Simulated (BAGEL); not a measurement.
# C5H4O2 (Pyranone) at 4 levels

Wanted: a comparison of 4 runs (B3LYP/6-31G*, B3LYP/def2-SVP, PBE0/def2-SVP, RI-MP2/def2-SVP) of C5H4O2 (Pyranone). 

Program for the calculation: BAGEL 1.2.2.

## (1) The system as given

The species is C5H4O2 (11 atoms), meant as a singlet with charge 0. As SMILES, `O=c1ccocc1`. The shape is that of a PBE0-D4/def2-TZVP optimisation.

Bond lengths: O1–C2 1.218 Å, C2–C3 1.460 Å, C3–C4 1.338 Å, C4–O5 1.346 Å, O5–C6 1.346 Å, C2–C7 1.460 Å, C6–C7 1.338 Å, C3–H8 1.082 Å, C4–H9 1.082 Å, C6–H10 1.082 Å, C7–H11 1.082 Å. Some angles: O1–C2–C3 123.7°, O1–C2–C7 123.7°, C3–C2–C7 112.6°, C2–C3–C4 121.0°, C3–C4–O5 123.8°, C4–O5–C6 117.7°, O5–C6–C7 123.8°, C2–C7–C6 121.0°, C2–C3–H8 119.1°, C4–C3–H8 119.9°.

## (2) A single-point energy at B3LYP/6-31G(d) (density fitting with cc-pvqz-jkfit, spherical functions) (run 1)

The input, input.json:

```json
{ "bagel" : [

{
  "title" : "molecule",
  "basis" : "6-31gs.json",
  "df_basis" : "cc-pvqz-jkfit",
  "angstrom" : "true",
  "geometry" : [
    { "atom" : "O", "xyz" : [    0.368290,   -2.405260,   -0.429530 ] },
    { "atom" : "C", "xyz" : [    0.186680,   -1.219280,   -0.217740 ] },
    { "atom" : "C", "xyz" : [   -0.411980,   -0.697700,    1.007220 ] },
    { "atom" : "C", "xyz" : [   -0.586430,    0.616770,    1.183530 ] },
    { "atom" : "O", "xyz" : [   -0.236930,    1.547640,    0.276390 ] },
    { "atom" : "C", "xyz" : [    0.320100,    1.122810,   -0.872880 ] },
    { "atom" : "C", "xyz" : [    0.543900,   -0.164110,   -1.161140 ] },
    { "atom" : "H", "xyz" : [   -0.716800,   -1.391090,    1.780000 ] },
    { "atom" : "H", "xyz" : [   -1.022260,    1.071150,    2.063720 ] },
    { "atom" : "H", "xyz" : [    0.559130,    1.953880,   -1.523490 ] },
    { "atom" : "H", "xyz" : [    0.996320,   -0.434820,   -2.106090 ] }
  ]
},
{ "title" : "ks", "xc_func" : "b3lyp" },
{ "title" : "print", "file" : "orbitals.molden", "orbitals" : "true" }

]}
```

The basis set 6-31G* is read from a file made from the Basis Set Exchange's data (not shown).

Command:

```
BAGEL_NUM_THREADS=1 BAGEL input.json > input.out
```

Log:

```text
* using 1 threads per process

  ===============================================================
  ===============================================================

  *** Geometry ***

  { "atom" : "O", "xyz" : [      0.695967,     -4.545283,     -0.811694 ] },
  { "atom" : "C", "xyz" : [      0.352774,     -2.304105,     -0.411469 ] },
  { "atom" : "C", "xyz" : [     -0.778529,     -1.318462,      1.903370 ] },
  { "atom" : "C", "xyz" : [     -1.108192,      1.165526,      2.236548 ] },
  { "atom" : "O", "xyz" : [     -0.447733,      2.924616,      0.522301 ] },
  { "atom" : "C", "xyz" : [      0.604901,      2.121803,     -1.649504 ] },
  { "atom" : "C", "xyz" : [      1.027822,     -0.310123,     -2.194237 ] },
  { "atom" : "H", "xyz" : [     -1.354556,     -2.628779,      3.363713 ] },
  { "atom" : "H", "xyz" : [     -1.931791,      2.024180,      3.899866 ] },
  { "atom" : "H", "xyz" : [      1.056603,      3.692298,     -2.878979 ] },
  { "atom" : "H", "xyz" : [      1.882772,     -0.821691,     -3.979933 ] },

  Number of auxiliary basis functions:      946

  Since a DF basis is specified, we compute 2- and 3-index integrals:
    o Being stored without compression. Storage requirement is 0.085 GB

  Number of basis functions:      106
  Number of electrons      :       50

    * METHOD: MOLECULE                             1.33

  *** Kohn-Sham DFT ***

    * Removing 24088 points whose weight is below 1.00e-10
    * Grid points: 139878

  === Nuclear Repulsion ===
   275.7750548092

       - DIIS with orbital gradients will be used.

  === KS iteration (b3lyp / 6-31gs.json) ===
      0       -302.44444522          0.13272670           0.90
      1       -292.23207604          0.13749339           0.87
      2       -290.32963787          0.18110385           0.87
      3       -329.53717621          0.13089185           0.88
      4       -330.86259804          0.10601937           0.87
      5       -342.29582810          0.03686425           0.87
[... 14 lines of this table left out ...]
     20       -343.34462683          0.00000002           0.87
     21       -343.34462683          0.00000001           0.87
    * SCF iteration converged.

    * Permanent dipole moment:
           (    0.222761,    -1.454781,    -0.259791) a.u.

    * METHOD: KS                                  20.14

    * METHOD: PRINT                                0.02

  ===============================================================
```

Wall time 22 s (1 thread of Arm Neoverse V2, shared host); peak memory 0.71 GiB.

## (3) A single-point energy at B3LYP/def2-SVP (density fitting with cc-pvqz-jkfit) (run 2)

The input, input.json:

```json
{ "bagel": [

{
  "title": "molecule",
  "basis": "svp",
  "df_basis": "cc-pvqz-jkfit",
  "angstrom": true,
  "geometry": [
    { "atom": "O", "xyz": [       0.368290,      -2.405260,      -0.429530 ] },
    { "atom": "C", "xyz": [       0.186680,      -1.219280,      -0.217740 ] },
    { "atom": "C", "xyz": [      -0.411980,      -0.697700,       1.007220 ] },
    { "atom": "C", "xyz": [      -0.586430,       0.616770,       1.183530 ] },
    { "atom": "O", "xyz": [      -0.236930,       1.547640,       0.276390 ] },
    { "atom": "C", "xyz": [       0.320100,       1.122810,      -0.872880 ] },
    { "atom": "C", "xyz": [       0.543900,      -0.164110,      -1.161140 ] },
    { "atom": "H", "xyz": [      -0.716800,      -1.391090,       1.780000 ] },
    { "atom": "H", "xyz": [      -1.022260,       1.071150,       2.063720 ] },
    { "atom": "H", "xyz": [       0.559130,       1.953880,      -1.523490 ] },
    { "atom": "H", "xyz": [       0.996320,      -0.434820,      -2.106090 ] }
  ]
},

{ "title": "ks", "xc_func": "b3lyp" },

{ "title": "print", "file": "orbitals.molden", "orbitals": true }

]}
```

Command:

```
BAGEL_NUM_THREADS=1 BAGEL input.json > input.out
```

Log:

```text
* using 1 threads per process

  ===============================================================
  ===============================================================

  *** Geometry ***

  { "atom" : "O", "xyz" : [      0.695967,     -4.545283,     -0.811694 ] },
  { "atom" : "C", "xyz" : [      0.352774,     -2.304105,     -0.411469 ] },
  { "atom" : "C", "xyz" : [     -0.778529,     -1.318462,      1.903370 ] },
  { "atom" : "C", "xyz" : [     -1.108192,      1.165526,      2.236548 ] },
  { "atom" : "O", "xyz" : [     -0.447733,      2.924616,      0.522301 ] },
  { "atom" : "C", "xyz" : [      0.604901,      2.121803,     -1.649504 ] },
  { "atom" : "C", "xyz" : [      1.027822,     -0.310123,     -2.194237 ] },
  { "atom" : "H", "xyz" : [     -1.354556,     -2.628779,      3.363713 ] },
  { "atom" : "H", "xyz" : [     -1.931791,      2.024180,      3.899866 ] },
  { "atom" : "H", "xyz" : [      1.056603,      3.692298,     -2.878979 ] },
  { "atom" : "H", "xyz" : [      1.882772,     -0.821691,     -3.979933 ] },

  Number of auxiliary basis functions:      946

  Since a DF basis is specified, we compute 2- and 3-index integrals:
    o Being stored without compression. Storage requirement is 0.105 GB

  Number of basis functions:      118
  Number of electrons      :       50

    * METHOD: MOLECULE                             1.35

  *** Kohn-Sham DFT ***

    * Removing 24088 points whose weight is below 1.00e-10
    * Grid points: 139878

  === Nuclear Repulsion ===
   275.7750548092

       - DIIS with orbital gradients will be used.

  === KS iteration (b3lyp / svp) ===
      0       -301.33036078          0.12595621           1.03
      1       -287.82286892          0.15332598           0.99
      2       -292.11380898          0.16453056           0.99
      3       -315.94919858          0.12401703           0.99
      4       -292.36137934          0.15970491           1.00
      5       -341.02846750          0.04280515           1.01
[... 16 lines of this table left out ...]
     22       -343.10053016          0.00000001           0.99
     23       -343.10053016          0.00000000           0.99
    * SCF iteration converged.

    * Permanent dipole moment:
           (    0.219074,    -1.430689,    -0.255488) a.u.

    * METHOD: KS                                  24.67

    * METHOD: PRINT                                0.02

  ===============================================================
```

Wall time 26 s (1 thread of Arm Neoverse V2, shared host); peak memory 0.78 GiB.

Run 3 isn't shown in full; the table further down has it.

## (4) A single-point energy at RI-MP2/def2-SVP (density fitting with cc-pvqz-jkfit) (run 4)

The input, calc.json:

```json
{ "bagel": [

{
  "title": "molecule",
  "basis": "svp",
  "df_basis": "cc-pvqz-jkfit",
  "angstrom": "true",
  "geometry": [
    { "atom": "O", "xyz": [       0.368290,      -2.405260,      -0.429530 ] },
    { "atom": "C", "xyz": [       0.186680,      -1.219280,      -0.217740 ] },
    { "atom": "C", "xyz": [      -0.411980,      -0.697700,       1.007220 ] },
    { "atom": "C", "xyz": [      -0.586430,       0.616770,       1.183530 ] },
    { "atom": "O", "xyz": [      -0.236930,       1.547640,       0.276390 ] },
    { "atom": "C", "xyz": [       0.320100,       1.122810,      -0.872880 ] },
    { "atom": "C", "xyz": [       0.543900,      -0.164110,      -1.161140 ] },
    { "atom": "H", "xyz": [      -0.716800,      -1.391090,       1.780000 ] },
    { "atom": "H", "xyz": [      -1.022260,       1.071150,       2.063720 ] },
    { "atom": "H", "xyz": [       0.559130,       1.953880,      -1.523490 ] },
    { "atom": "H", "xyz": [       0.996320,      -0.434820,      -2.106090 ] }
  ]
},

{ "title": "hf" },

{ "title": "mp2", "ncore": 7 }

]}
```

Command:

```
BAGEL_NUM_THREADS=1 BAGEL calc.json > calc.out
```

Log:

```text
* using 1 threads per process

  ===============================================================
  ===============================================================

  *** Geometry ***

  { "atom" : "O", "xyz" : [      0.695967,     -4.545283,     -0.811694 ] },
  { "atom" : "C", "xyz" : [      0.352774,     -2.304105,     -0.411469 ] },
  { "atom" : "C", "xyz" : [     -0.778529,     -1.318462,      1.903370 ] },
[... 7 lines of this table left out ...]
  { "atom" : "H", "xyz" : [      1.882772,     -0.821691,     -3.979933 ] },

  Number of auxiliary basis functions:      946

  Since a DF basis is specified, we compute 2- and 3-index integrals:
    o Being stored without compression. Storage requirement is 0.105 GB

  Number of basis functions:      118
  Number of electrons      :       50

    * METHOD: MOLECULE                             1.34

  *** RHF ***

  === Nuclear Repulsion ===
   275.7750548092

      * DIIS with orbital gradients will be used.

  === RHF iteration (svp) ===
      0       -340.84372710          0.01370430           0.41
      1       -341.01184707          0.00942597           0.40
      2       -341.09628571          0.00197421           0.40
[... 12 lines of this table left out ...]
     15       -341.10198166          0.00000001           0.40
    * SCF iteration converged.

    * Permanent dipole moment:
           (    0.246351,    -1.608882,    -0.287310) a.u.

    * METHOD: HF                                   7.18

  *** RHF ***

  === Nuclear Repulsion ===
   275.7750548092

      * DIIS with orbital gradients will be used.

  === RHF iteration (svp) ===
      0       -341.10198166          0.00000001           0.40
    * SCF iteration converged.

    * Permanent dipole moment:
           (    0.246351,    -1.608883,    -0.287310) a.u.

  === DF-MP2 calculation ===

    * freezing 7 orbitals
    * 3-index integral transformation done
    * assembly done

      MP2 correlation energy:   -0.9929145913      0.39

      MP2 total energy:       -342.0948962487

    * METHOD: MP2                                  1.22

  ===============================================================
```

Wall time 10 s (1 thread of Arm Neoverse V2, shared host); peak memory 0.31 GiB.

## (5) The series

```csv
run,level,frozen core orbitals,energy (Eh),dipole moment (D),HOMO energy (eV),LUMO energy (eV),wall time
1,"B3LYP/6-31G* (density fitting with cc-pvqz-jkfit, spherical functions)",–,-343.344627,3.80,-6.45,-0.96,22 s
2,B3LYP/def2-SVP (density fitting with cc-pvqz-jkfit),–,-343.100530,3.74,-6.64,-1.19,26 s
3,PBE0/def2-SVP (density fitting with cc-pvqz-jkfit),–,-342.716276,3.78,-6.98,-1.04,25 s
4,RI-MP2/def2-SVP (density fitting with cc-pvqz-jkfit),7,-342.094896,–,–,–,10 s
```

## (6) Summary of results

| quantity | value |
| --- | --- |
| run 4: total energy | -342.09490 Eh |
| run 4: correlation energy (7 core orbitals frozen) | -992.9 mEh |

What this shows: Over runs 1, 2, 3 the dipole moment (its size) runs from 3.74 D (B3LYP/def2-SVP) to 3.80 D (B3LYP/6-31G*). Over runs 1, 2, 3 the HOMO–LUMO gap runs from 5.45 eV (B3LYP/def2-SVP) to 5.94 eV (PBE0/def2-SVP). Totals of different functionals can't be ranked against each other. All runs together took 84 s, the longest 26 s.
